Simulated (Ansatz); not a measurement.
**Ag+ with HCl: structure and interaction energy**

How do Ag+ and HCl sit together, how strongly do they interact, and which methods get it right?

The runs use Ansatz 0.2.0, Gaussian basis; PBE0-D4 structure, single points in def2-TZVPPD.

Levels: PBE-D4, revPBE-D4, BLYP-D4, r2SCAN-D4, B97M-V, PBE0-D4, B3LYP-D4, HSE06-D4, wB97X-V, wB97M-V, B2PLYP, Hartree-Fock, MP2, CCSD, CCSD(T). The reference is CCSD(T) extrapolated to the basis limit. For elements past Ar these valence bases correlate outer-core shells poorly, so that limit is rough.

Cores are frozen in the correlated methods. Filled d shells of the heavier atoms are correlated. Core potentials replace the inner electrons past krypton, and spin-orbit coupling is left out. B3LYP uses VWN-RPA correlation. B2PLYP carries no dispersion term here.

163 further runs of the same task are left out: 163 set aside as unsound or not needed.

**1. Starting geometry**

The pair, from a GFN2-xTB docking trial: 3 atoms, charge 1, spin multiplicity 1.

Atoms are counted from 1 here; the program's logs count them from 0.

Bond lengths: Ag1–Cl2 2.402 Å, Cl2–H3 1.276 Å. Angles: Ag1–Cl2–H3 118.5°.

As a file:

| atom | x (Å) | y (Å) | z (Å) |
| --- | --- | --- | --- |
| Ag1 | -1.1406 | -0.6247 | 1.3055 |
| Cl2 | 0.6184 | 0.3387 | -0.0171 |
| H3 | 0.5222 | 0.2860 | -1.2883 |

Atoms 1 to 1 are fragment A (Ag+), the rest fragment B (HCl).

**2. A first relaxation in a small basis**

Contents of pre/in.yaml:

```yaml
crystal:
  periodic: [false, false, false]
  atoms:
    - {symbol: Ag, position_ang: [-1.140600, -0.624700, 1.305500]}
    - {symbol: Cl, position_ang: [0.618400, 0.338700, -0.017100]}
    - {symbol: H, position_ang: [0.522200, 0.286000, -1.288300]}
basis:
  gaussian: {orbitals: def2-SVP}
total_charge: 1
hamiltonian: {xc: pbe, dispersion: d4}
relax: {f_tol: 0.03, max_steps: 250}
```

Launch:

```console
ansatz run in.yaml --threads 2 --pin off --events-out ev --progress --plain --max-ram 5222MiB
```

After this run come: Relaxation at PBE0-D4; wB97X-V/def2-TZVPPD; wB97M-V/def2-TZVPPD; B2PLYP/def2-TZVPPD; B97M-V/def2-TZVPPD; CCSD(T)/def2-TZVPPD; SPW92/def2-SVP; wB97M-V/def2-SVP; CCSD(T)/def2-SVP; Vibrations of the pair.

**Question.** What will these runs give? Wanted: interaction energy, CCSD(T)/CBS; of it Hartree-Fock; D4 term of PBE0-D4; shortest contact; lowest wavenumber.

As calculated:

| quantity | value |
| --- | --- |
| interaction energy, CCSD(T)/CBS | -88.95 kJ/mol |
| of it Hartree-Fock (basis limit) | -42.87 kJ/mol |
| D4 term of PBE0-D4 | -2.94 kJ/mol |
| shortest contact | Ag1–Cl2 2.50 Å |
| lowest wavenumber | 199 cm⁻¹ |

In words: The pair is bound by 88.95 kJ/mol at fixed fragment shapes. Hartree-Fock gives 48 % of it, so electrostatics and correlation both count. wB97X-V is the best functional here (+3.83 kJ/mol from CCSD(T)/CBS); PBE-D4 is the worst (-18.80 kJ/mol). By rung, the mean size of the error is: GGA 13.27, meta-GGA 12.35, hybrid 4.63, screened hybrid 4.01, range-separated hybrid 3.88, double hybrid 5.24 kJ/mol. PBE-D4 gives an interaction energy 18.80 kJ/mol too low, an error of 21 % of the reference. CCSD(T) moves by -16.71 kJ/mol from triple zeta to the limit; gaps between functionals far smaller than that don't rank them. A lower arrangement may exist.
